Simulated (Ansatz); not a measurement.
**CH₄BF₂N: up Jacob's ladder to CCSD(T)**

Aim: compute CH₄BF₂N with functionals from several rungs and with coupled cluster, and see how far each lands from CCSD(T) at the basis-set limit for the atomisation energy.

Method: functionals in def2-TZVPP, the program's frozen cores in correlated methods; program: Ansatz 0.2.0, Gaussian basis.

The runs, in order: LDA (SPW92), PBE-D4, revPBE-D4, BLYP-D4, r2SCAN-D4, B97M-V, PBE0-D4, B3LYP-D4, r2SCANh-D4, r2SCAN0-D4, HSE06-D4, BHLYP-D4, CAM-B3LYP-D4, LC-ωPBE, ωB97X-V, ωB97M-V, B2PLYP, PBE-QIDH; CCSD(T)/def2-SVP; CCSD(T)/def2-TZVPP; MP2/def2-QZVPP; extrapolation to the limit; RPA on PBE.

### 1 The geometry

The geometry comes from an earlier relaxation with PBE0-D4 in a triple-zeta def2 set; it is a stationary point, not always the lowest conformer.

9 atoms, charge 0, spin multiplicity 1.

Atoms are counted from 1 here; the program's logs count them from 0.

Bond lengths: B1–C2 1.585 Å, B1–F5 1.390 Å, B1–H6 1.223 Å, B1–H7 1.240 Å, C2–N3 1.304 Å, C2–F4 1.307 Å, N3–H8 1.008 Å, N3–H9 1.009 Å. Angles: C2–B1–F5 112.6°, C2–B1–H6 107.2°, C2–B1–H7 96.9°, F5–B1–H6 116.2°, F5–B1–H7 114.2°, H6–B1–H7 108.0°, B1–C2–N3 125.1°, B1–C2–F4 122.3°, N3–C2–F4 112.3°, C2–N3–H8 117.8°, C2–N3–H9 122.2°, H8–N3–H9 119.8°.

### 2 LDA

This LDA is Slater exchange with PW92 correlation.

Contents of in.yaml:

```yaml
crystal:
  periodic: [false, false, false]
  atoms:
    - {symbol: B, position_ang: [-0.009858, 1.106140, -0.450973]}
    - {symbol: C, position_ang: [0.398259, -0.379334, -0.079436]}
    - {symbol: N, position_ang: [-0.230787, -1.139273, 0.772592]}
    - {symbol: F, position_ang: [1.350986, -1.019706, -0.704481]}
    - {symbol: F, position_ang: [1.035064, 1.820133, -1.025409]}
    - {symbol: H, position_ang: [-0.517400, 1.600754, 0.545557]}
    - {symbol: H, position_ang: [-0.920647, 0.816302, -1.240434]}
    - {symbol: H, position_ang: [-0.963228, -0.720929, 1.323613]}
    - {symbol: H, position_ang: [-0.054091, -2.130289, 0.841870]}
basis:
  gaussian: {orbitals: def2-TZVPP}
hamiltonian: {xc: lda}
output: {orbitals: {seedname: orbitals}}
```

Started as:

```sh
$ ansatz run in.yaml --threads 2 --pin off --events-out ev --progress --plain --max-ram 4352MiB
```

After this run come: PBE-D4 (GGA); revPBE-D4 (GGA); BLYP-D4 (GGA); r2SCAN-D4 (meta-GGA); B97M-V (meta-GGA); PBE0-D4 (hybrid); B3LYP-D4 (hybrid); r2SCANh-D4 (hybrid); r2SCAN0-D4 (hybrid); HSE06-D4 (hybrid); BHLYP-D4 (hybrid); CAM-B3LYP-D4 (range-separated); LC-ωPBE (range-separated); ωB97X-V (range-separated); ωB97M-V (range-separated); B2PLYP (double hybrid); PBE-QIDH (double hybrid); CCSD(T) in def2-SVP; CCSD(T) in def2-TZVPP; MP2 in def2-QZVPP; RPA on PBE orbitals.

Q: Predict the results of all the runs planned. Wanted: atomisation energy, CCSD(T)/CBS; farthest beyond LDA; mean size of error, GGA; mean size of error, meta-GGA; mean size of error, hybrid; mean size of error, range-separated; mean size of error, double hybrid; gap, smallest and largest; T1 diagnostic.

The runs gave:

| quantity | value |
| --- | --- |
| atomisation energy, CCSD(T)/CBS | 3373.6 kJ/mol |
| functionals within 16.9 kJ/mol (0.5 %) | r2SCANh-D4, B2PLYP, PBE-QIDH |
| farthest beyond LDA | PBE-D4 (+148.4 kJ/mol) |
| mean size of error, GGA | 82.6 kJ/mol |
| mean size of error, meta-GGA | 37.6 kJ/mol |
| mean size of error, hybrid | 46.6 kJ/mol |
| mean size of error, range-separated | 40.7 kJ/mol |
| mean size of error, double hybrid | 8.7 kJ/mol |
| gap, smallest and largest | 3.61 eV (LDA (SPW92)), 11.14 eV (LC-ωPBE) |
| T1 diagnostic | 0.0145 |
| triples share of the correlation energy | 3.4 % |

What this shows: LDA overbinds by 629.3 kJ/mol (19 %). PBE-D4 is off by +148.4 kJ/mol. Double hybrids carry the basis error of their MP2 part in triple zeta, and no dispersion term here, so their miss is partly the set-up's. By mean error the best rung here is double hybrid (8.7 kJ/mol) and the worst beyond LDA is GGA (82.6 kJ/mol). The reference freezes the cores and leaves out relativity and excitations past (T), so misses under about 16.9 kJ/mol can't be ranked. Hartree-Fock recovers 71 % of the binding; the rest is correlation. CCSD(T) in def2-SVP is off by -165.1 kJ/mol, worse than the median functional, from the basis alone. The gap grows from 3.6 to 11.1 eV across the functionals, mostly with the share of exact exchange.
